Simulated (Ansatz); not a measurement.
# CH5FO2Si2: the cost of one run

Method: RKS PBE0-D4/STO-3G, in Ansatz 0.2.0.

### Step 1. The structure to begin with

Bond lengths: O1–C2 1.236 Å, C2–Si3 1.901 Å, C2–O4 1.385 Å, O4–Si5 1.664 Å, Si5–F6 1.630 Å, Si3–H7 1.467 Å, Si3–H8 1.456 Å, Si3–H9 1.526 Å, Si5–H10 1.487 Å, Si5–H11 1.501 Å. Angles (14 of 16 angles, heavy atoms first): O1–C2–Si3 117.2°, O1–C2–O4 127.2°, Si3–C2–O4 115.3°, C2–O4–Si5 118.8°, O4–Si5–F6 105.9°, C2–Si3–H7 112.0°, C2–Si3–H8 114.8°, C2–Si3–H9 108.3°, O4–Si5–H10 111.0°, O4–Si5–H11 114.2°, F6–Si5–H10 107.4°, F6–Si5–H11 106.7°, H7–Si3–H8 109.7°, H7–Si3–H9 104.8°.

As a file:

```xyz
11

O    -0.7725   -1.4652   -0.3650
C    -0.1934   -0.3758   -0.4347
Si    0.2928    0.2411   -2.1661
O     0.2515    0.4047    0.6189
Si   -0.1939   -0.0111    2.1669
F     0.4063    1.1567    3.1325
H    -0.2148    1.5913   -2.4306
H    -0.0813   -0.6470   -3.2574
H     1.8115    0.3803   -2.2150
H     0.4364   -1.2938    2.5777
H    -1.6772   -0.0382    2.3932
```

### Step 2. Relaxing end A

The input, input.yaml:

```yaml
crystal:
  periodic: [false, false, false]
  atoms:
    - { symbol: O, position_ang: [-0.7725, -1.4652, -0.365] }
    - { symbol: C, position_ang: [-0.1934, -0.3758, -0.4347] }
    - { symbol: Si, position_ang: [0.2928, 0.2411, -2.1661] }
    - { symbol: O, position_ang: [0.2515, 0.4047, 0.6189] }
    - { symbol: Si, position_ang: [-0.1939, -0.0111, 2.1669] }
    - { symbol: F, position_ang: [0.4063, 1.1567, 3.1325] }
    - { symbol: H, position_ang: [-0.2148, 1.5913, -2.4306] }
    - { symbol: H, position_ang: [-0.0813, -0.647, -3.2574] }
    - { symbol: H, position_ang: [1.8115, 0.3803, -2.215] }
    - { symbol: H, position_ang: [0.4364, -1.2938, 2.5777] }
    - { symbol: H, position_ang: [-1.6772, -0.0382, 2.3932] }
basis:
  gaussian: { orbitals: STO-3G }
hamiltonian:
  xc: pbe0
  dispersion: d4
relax:
  f_tol: 0.015
  max_steps: 40
```

Launch:

```sh
ansatz run input.yaml --threads 1 --pin off --max-ram 2048MiB --backend cpu --events-out ev --progress --plain --runs-dir out
```

What time and memory should one allow on 1 thread of Intel Xeon 6975P-C (Granite Rapids), shared host?

About 35 s, with a peak of 0.17 GiB.
